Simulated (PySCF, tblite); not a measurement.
# C₅H₆BF₂N: dynamics, then NMR shifts on frames, part 1 of 2

Aim: move C₅H₆BF₂N (`[BH3-][N+]#C[C@@](F)(C#C)CF`) away from its starting geometry and see how NMR shifts follow the geometry.

The runs use tblite 0.8.0 and PySCF 2.14.0, with density-fitted response routines of our own; the level of theory stands in each step. All values are computed, except where a source is named. Atoms are numbered from 0 throughout.

### Step 1. The molecule as given

15 atoms, charge 0, multiplicity 1; geometry from: GFN2-xTB.

Bonds of the start (Å): B0–N1 1.44, N1–C2 1.15, C2–C3 1.45, C3–F4 1.39, C3–C5 1.46, C5–C6 1.20, C3–C7 1.54, C7–F8 1.36, B0–H9 1.19, B0–H10 1.19, B0–H11 1.19, C6–H12 1.05, C7–H13 1.10, C7–H14 1.10.

### Step 2. Thermal motion with GFN2-xTB

What the job is given:

```
{"job": {"kind": "md", "xc": "GFN2-xTB", "basis": "xTB", "temperature": 400, "steps": 2000, "every": 50, "frames": 5}, "charge": 0, "multiplicity": 1}
B     -3.000000    -0.144031    -0.155753
N     -1.591875    -0.015849     0.130854
C     -0.461379     0.082991     0.335176
C      0.974766     0.180347     0.542813
F      1.236350     0.447913     1.882480
C      1.584579    -1.096717     0.177570
C      2.071608    -2.158418    -0.080439
C      1.581367     1.314514    -0.312720
F      0.855650     2.461154    -0.192954
H     -3.407509    -0.995897     0.568493
H     -3.483563     0.923110     0.047147
H     -3.045123    -0.459122    -1.304918
H      2.502156    -3.084495    -0.323825
H      2.598693     1.524844     0.033864
H      1.579868     1.027645    -1.369700
```

With the program's defaults for keys left out, this is: GFN2-xTB Langevin dynamics, gas phase.

Started as:

```
> OMP_NUM_THREADS=1 python probes_run.py task.json out
```

One launch serves the whole session: the jobs run in the order shown.

Standard output:

```text
t/fs     T/K      E/eV
    0.0   319.0   -741.92918
   25.0   209.0   -741.57220
   50.0   347.5   -741.69026
   75.0   222.2   -741.56876
  100.0   248.4   -741.49497
  125.0   273.5   -741.59386
  150.0   280.5   -741.52825
  175.0   266.3   -741.51607
  200.0   252.3   -741.59632
  225.0   216.8   -741.45160
  250.0   254.9   -741.52789
  275.0   338.9   -741.58957
  300.0   222.6   -741.45597
  325.0   283.0   -741.45722
  350.0   436.4   -741.49426
  375.0   376.1   -741.37138
  400.0   441.1   -741.30955
  425.0   395.2   -741.21728
  450.0   430.1   -741.40448
  475.0   307.0   -741.21372
  500.0   305.6   -741.02629
  525.0   459.9   -741.30825
  550.0   446.1   -741.25685
  575.0   620.6   -741.36224
  600.0   503.8   -741.16031
  625.0   619.1   -741.24109
  650.0   579.2   -741.26682
  675.0   399.4   -741.01876
  700.0   449.5   -741.19233
  725.0   459.1   -741.25162
  750.0   579.0   -741.23869
  775.0   525.0   -741.18187
  800.0   584.9   -741.37270
  825.0   481.9   -741.31363
  850.0   375.0   -741.19731
  875.0   345.6   -741.25315
  900.0   499.0   -741.22087
  925.0   290.2   -741.05732
  950.0   457.7   -741.24557
  975.0   316.3   -741.21419
 1000.0   386.8   -741.27596
```

Wall time 10 s (1 thread of INTEL XEON PLATINUM 8581C at 2.30GHz, shared host); peak memory 0.18 GiB.

Distance from the start (root mean square after alignment): 0 fs 0.00 Å, 200 fs 0.47 Å, 400 fs 0.43 Å, 600 fs 0.35 Å, 800 fs 1.04 Å, 1000 fs 0.27 Å.

Positions (Å) and forces (eV/Å) at 1000 fs:

```xyz
15

B    -2.583    0.487    1.751   -0.278    0.663   -0.607
N    -1.339    0.724    1.072    1.481   -0.944    0.125
C    -0.232    0.660    0.722   -0.895    0.554   -0.178
C     1.024    0.653   -0.021   -0.372   -1.887    0.034
F     1.889    1.573    0.438    0.790    0.290    0.400
C     1.434   -0.790    0.134    0.302   -0.117    0.907
C     1.545   -1.962    0.411    0.247    1.584   -0.037
C     0.759    0.799   -1.505   -0.080    0.252    0.127
F    -0.159    1.747   -1.751   -0.995    0.286   -0.310
H    -2.367    0.097    2.839    0.077   -0.040    0.166
H    -3.004    1.602    1.670   -0.546   -0.082    0.315
H    -3.164   -0.281    1.042    0.002    0.078    0.119
H     1.877   -2.884    0.770   -0.137   -0.391   -0.234
H     1.567    1.034   -2.135    1.926    0.882   -0.276
H     0.536   -0.173   -1.858   -1.523   -1.131   -0.552
```

### Step 3. Shielding tensors: 250 fs, PBE0/pcSseg-1

What the job is given:

```
{"job": {"kind": "nmr", "xc": "PBE0", "basis": "pcSseg-1", "pop": false}, "charge": 0, "multiplicity": 1}
B     -3.007100    -0.506600    -0.922000
N     -1.754100    -0.266500    -0.262200
C     -0.838700     0.047500     0.311000
C      0.533800     0.286100     0.764900
F      0.618500     0.607000     2.196000
C      1.258000    -0.918100     0.548400
C      1.646300    -2.007000     0.263000
C      1.158300     1.501000     0.031200
F      0.288600     2.175700    -0.711700
H     -3.372600    -1.546600    -0.484300
H     -3.618600     0.516500    -0.676200
H     -2.778100    -0.477500    -2.119000
H      2.110400    -2.914900    -0.028700
H      1.516000     2.209500     0.765100
H      2.064700     1.198300    -0.544200
```

Method: GIAO PBE0/pcSseg-1 NMR shielding, non-relativistic, gas phase.

Standard output:

```text
coarse grid: 13472 points
cycle   1  E = -472.4484334503  dE =  1.510e+00  |g| = 9.003e-01  |ddm| = 3.541e+00
cycle   2  E = -471.9257000810  dE =  5.227e-01  |g| = 1.828e+00  |ddm| = 2.389e+00
cycle   3  E = -472.6075319417  dE = -6.818e-01  |g| = 2.779e-01  |ddm| = 1.713e+00
cycle   4  E = -472.6209697091  dE = -1.344e-02  |g| = 1.430e-01  |ddm| = 2.750e-01
cycle   5  E = -472.6250972680  dE = -4.128e-03  |g| = 3.520e-02  |ddm| = 1.001e-01
cycle   6  E = -472.6253593368  dE = -2.621e-04  |g| = 1.138e-02  |ddm| = 3.759e-02
cycle   7  E = -472.6253862289  dE = -2.689e-05  |g| = 3.779e-03  |ddm| = 1.182e-02
cycle   8  E = -472.6253890532  dE = -2.824e-06  |g| = 1.111e-03  |ddm| = 2.896e-03
final grid: 133680 points
cycle   9  E = -472.6914376443  dE = -4.608e-05  |g| = 7.028e-03  |ddm| = 4.154e-02
cycle  10  E = -472.6914277140  dE =  9.930e-06  |g| = 1.050e-02  |ddm| = 1.655e-02
cycle  11  E = -472.6914488971  dE = -2.118e-05  |g| = 1.738e-03  |ddm| = 9.098e-03
cycle  12  E = -472.6914494709  dE = -5.737e-07  |g| = 6.213e-04  |ddm| = 1.572e-03
cycle  13  E = -472.6914495546  dE = -8.375e-08  |g| = 2.155e-04  |ddm| = 5.489e-04
cycle  14  E = -472.6914495633  dE = -8.648e-09  |g| = 8.907e-05  |ddm| = 1.873e-04
cycle  15  E = -472.6914495649  dE = -1.654e-09  |g| = 2.558e-05  |ddm| = 6.707e-05
cycle  16  E = -472.6914495650  dE = -1.229e-10  |g| = 6.242e-06  |ddm| = 1.888e-05
converged SCF energy = -472.6914495650

GIAO shielding tensors (ppm)
atom      isotropic    diamagn.    paramagn.     s11        s22        s33       span
  0 B      144.724     196.547     -51.823    132.611    135.771    165.790     33.179
  1 N       12.738     328.187    -315.449   -139.485   -105.637    283.338    422.823
  2 C       82.665     269.062    -186.397     -8.603      0.859    255.739    264.342
  3 C       98.982     237.057    -138.075     69.402     88.492    139.053     69.651
  4 F      271.190     469.678    -198.488    176.106    233.237    404.226    228.120
  5 C      107.864     264.875    -157.011      6.939     15.082    301.573    294.634
  6 C       88.712     256.459    -167.748     25.600     33.786    206.749    181.149
  7 C       94.078     236.129    -142.051     74.389     80.654    127.190     52.801
  8 F      419.227     472.104     -52.877    359.479    387.412    510.789    151.310
  9 H       29.900      29.782       0.118     26.378     28.968     34.353      7.975
 10 H       28.935      28.995      -0.060     25.388     28.420     32.998      7.609
 11 H       29.094      30.052      -0.958     26.109     28.427     32.746      6.637
 12 H       28.319      32.185      -3.866     24.198     24.430     36.328     12.130
 13 H       26.575      27.170      -0.595     22.764     27.495     29.466      6.701
 14 H       26.178      25.840       0.339     22.489     27.320     28.726      6.236
```

Run time: 28 s. Hardware: 1 thread of INTEL XEON PLATINUM 8581C at 2.30GHz, shared host; peak memory 0.81 GiB.

Shifts follow as δ = σ(reference) − σ, with reference shieldings (ppm) from runs at the same level and on the same kind of geometry: 1H TMS 31.72, 13C TMS 186.9, 19F CFCl3 170.9, 15N NH3 267.7, 11B BF3·OEt2 100.1. The references are single molecules in the gas phase, so shifts against H2O, NH3, PH3, H3PO4 or CFCl3 are not on the usual liquid scales and can be off by tens of ppm. Each atom is listed at this fixed geometry, with no averaging over motion; a spectrum would average atoms that exchange fast.

| atoms | environment | σ (ppm) | δ (ppm) |
| --- | --- | --- | --- |
| C2 | nitrilium-type carbon | 82.7 | 104.3 |
| C6 | terminal alkyne carbon | 88.7 | 98.2 |
| C7 | sp3 CH2 bonded to F | 94.1 | 92.8 |
| C3 | fully substituted sp3 carbon bonded to F, α to a nitrile | 99.0 | 87.9 |
| C5 | alkyne carbon | 107.9 | 79.1 |
| H14 | hydrogen on an sp3 CH2 bonded to F | 26.18 | 5.54 |
| H13 | hydrogen on an sp3 CH2 bonded to F | 26.58 | 5.14 |
| H12 | hydrogen on a terminal alkyne carbon | 28.32 | 3.40 |
| H10 | hydrogen on a boron bonded to N | 28.94 | 2.78 |
| H11 | hydrogen on a boron bonded to N | 29.09 | 2.62 |
| H9 | hydrogen on a boron bonded to N | 29.90 | 1.82 |
| B0 | boron bonded to N, 3 H | 144.7 | -44.7 |
| N1 | donor nitrogen of a Lewis adduct | 12.7 | 255.0 |
| F4 | fluorine on an sp3 carbon | 271.2 | -100.2 |
| F8 | fluorine on an sp3 carbon | 419.2 | -248.3 |

Orbitals, density, ELF and potential are computed afterwards from the orbital file.

Frontier orbitals at PBE0/pcSseg-1, with the share of their density that lies nearest to each atom:

| orbital | energy (eV) | lies on |
| --- | --- | --- |
| HOMO | -7.86 | H10, H11 about 31 % each; B0 16 %; C2 12 % |
| LUMO | -2.37 | N1 18 %; C2, C3 about 16 % each; C6 14 % |

ELF in a plane through or near 7 of the atoms.

Values, 10 rows by 14 columns:
```
0.00 0.00 0.00 0.00 0.00 0.00 0.00 0.00 0.00 0.00 0.00 0.00 0.00 0.00
0.00 0.00 0.00 0.00 0.00 0.01 0.00 0.00 0.00 0.00 0.00 0.00 0.00 0.00
0.00 0.00 0.00 0.03 0.72 0.81 0.25 0.03 0.00 0.00 0.00 0.00 0.00 0.00
0.00 0.00 0.00 0.29 0.66 0.40 0.76 0.08 0.00 0.01 0.78 0.91 0.09 0.00
0.00 0.00 0.00 0.30 0.71 0.25 0.49 0.36 0.71 0.53 0.92 0.99 0.43 0.00
0.00 0.00 0.00 0.00 0.04 0.67 0.54 0.21 0.84 0.85 0.24 0.78 0.16 0.00
0.00 0.00 0.00 0.62 0.99 0.71 0.11 0.02 0.12 0.02 0.98 1.00 0.60 0.00
0.00 0.00 0.00 0.34 0.97 0.04 0.28 0.10 0.00 0.00 0.03 0.04 0.00 0.00
0.00 0.00 0.00 0.00 0.00 0.00 0.00 0.00 0.00 0.00 0.00 0.00 0.00 0.00
0.00 0.00 0.00 0.00 0.00 0.00 0.00 0.00 0.00 0.00 0.00 0.00 0.00 0.00
```
The map spans 11.7 Å across and 11.6 Å up, centred on the molecule. Atoms in the plane (x, y in Å): B0 (2.9, 0.1), N1 (1.5, 0.0), C2 (0.4, -0.1), C5 (-1.5, 1.1), H9 (3.3, 1.1), H10 (3.3, -1.0), H13 (-2.2, -1.9).

On the surface of density 0.002 e/bohr³ the electrostatic potential runs, from the 1st to the 99th percentile, from -1.28 to 2.15 V.

### Step 4. Nuclear shieldings: 425 fs, PBE0/pcSseg-1

What the job is given:

```
{"job": {"kind": "nmr", "xc": "PBE0", "basis": "pcSseg-1", "pop": false}, "charge": 0, "multiplicity": 1}
B     -3.201000    -0.407800    -0.522100
N     -1.822100    -0.084700    -0.200500
C     -0.894700     0.122600     0.406800
C      0.509400     0.131100     0.817700
F      0.692700     0.743600     1.969200
C      0.855800    -1.250800     0.806900
C      1.057000    -2.443900     0.792900
C      1.279600     0.969000    -0.293500
F      1.109100     2.351900    -0.328400
H     -3.400500    -1.389500     0.029100
H     -3.871400     0.540900    -0.176800
H     -3.131900    -0.544000    -1.719600
H      1.295000    -3.511800     0.866800
H      2.324100     0.764300    -0.045400
H      0.814700     0.547300    -1.251100
```

With the program's defaults for keys left out, this is: GIAO PBE0/pcSseg-1 NMR shielding, non-relativistic, gas phase.

Standard output:

```text
coarse grid: 13472 points
cycle   1  E = -472.4496443413  dE =  1.520e+00  |g| = 8.712e-01  |ddm| = 3.561e+00
cycle   2  E = -471.9804350625  dE =  4.692e-01  |g| = 1.737e+00  |ddm| = 2.433e+00
cycle   3  E = -472.5967156438  dE = -6.163e-01  |g| = 2.960e-01  |ddm| = 1.700e+00
cycle   4  E = -472.6130231547  dE = -1.631e-02  |g| = 1.341e-01  |ddm| = 2.781e-01
cycle   5  E = -472.6166142480  dE = -3.591e-03  |g| = 3.564e-02  |ddm| = 9.718e-02
cycle   6  E = -472.6168607310  dE = -2.465e-04  |g| = 1.450e-02  |ddm| = 3.371e-02
cycle   7  E = -472.6169092938  dE = -4.856e-05  |g| = 3.705e-03  |ddm| = 1.201e-02
cycle   8  E = -472.6169120581  dE = -2.764e-06  |g| = 6.735e-04  |ddm| = 3.168e-03
final grid: 133680 points
cycle   9  E = -472.6819279050  dE = -4.535e-05  |g| = 6.962e-03  |ddm| = 4.168e-02
cycle  10  E = -472.6819220415  dE =  5.864e-06  |g| = 9.613e-03  |ddm| = 1.682e-02
cycle  11  E = -472.6819385520  dE = -1.651e-05  |g| = 1.435e-03  |ddm| = 9.934e-03
cycle  12  E = -472.6819389147  dE = -3.628e-07  |g| = 5.955e-04  |ddm| = 1.482e-03
cycle  13  E = -472.6819389928  dE = -7.803e-08  |g| = 2.004e-04  |ddm| = 5.055e-04
cycle  14  E = -472.6819390009  dE = -8.080e-09  |g| = 8.360e-05  |ddm| = 1.762e-04
cycle  15  E = -472.6819390023  dE = -1.442e-09  |g| = 2.102e-05  |ddm| = 6.201e-05
cycle  16  E = -472.6819390024  dE = -8.583e-11  |g| = 4.736e-06  |ddm| = 1.543e-05
converged SCF energy = -472.6819390024

GIAO shielding tensors (ppm)
atom      isotropic    diamagn.    paramagn.     s11        s22        s33       span
  0 B      143.938     194.782     -50.845    130.394    135.776    165.643     35.249
  1 N       19.003     328.764    -309.761   -129.411    -97.797    284.218    413.628
  2 C       74.371     267.381    -193.010    -23.582    -15.065    261.761    285.343
  3 C      109.940     234.699    -124.758     87.923     96.761    145.136     57.213
  4 F      388.537     467.544     -79.007    365.188    375.887    424.536     59.348
  5 C      111.822     266.713    -154.891     12.184     20.624    302.659    290.475
  6 C       85.990     256.716    -170.726     15.696     29.966    212.309    196.613
  7 C       84.292     243.638    -159.347     53.209     81.167    118.498     65.289
  8 F      389.692     469.547     -79.855    346.827    386.214    436.035     89.208
  9 H       30.425      30.965      -0.540     26.877     30.142     34.256      7.379
 10 H       29.139      28.896       0.243     25.814     28.331     33.273      7.459
 11 H       29.991      29.649       0.342     26.691     28.853     34.431      7.740
 12 H       27.168      31.083      -3.915     23.042     23.218     35.245     12.203
 13 H       26.346      27.621      -1.275     21.366     28.149     29.522      8.157
 14 H       25.774      27.047      -1.272     22.489     26.902     27.933      5.444
```

Wall time 19 s (1 thread of INTEL XEON PLATINUM 8581C at 2.30GHz, shared host); peak memory 0.92 GiB.

Key values: δ C2 112.6, C7 102.6, C6 100.9, C3 77.0, H14 5.94, H13 5.37 ppm.

(Continued in part 2 of 2.)
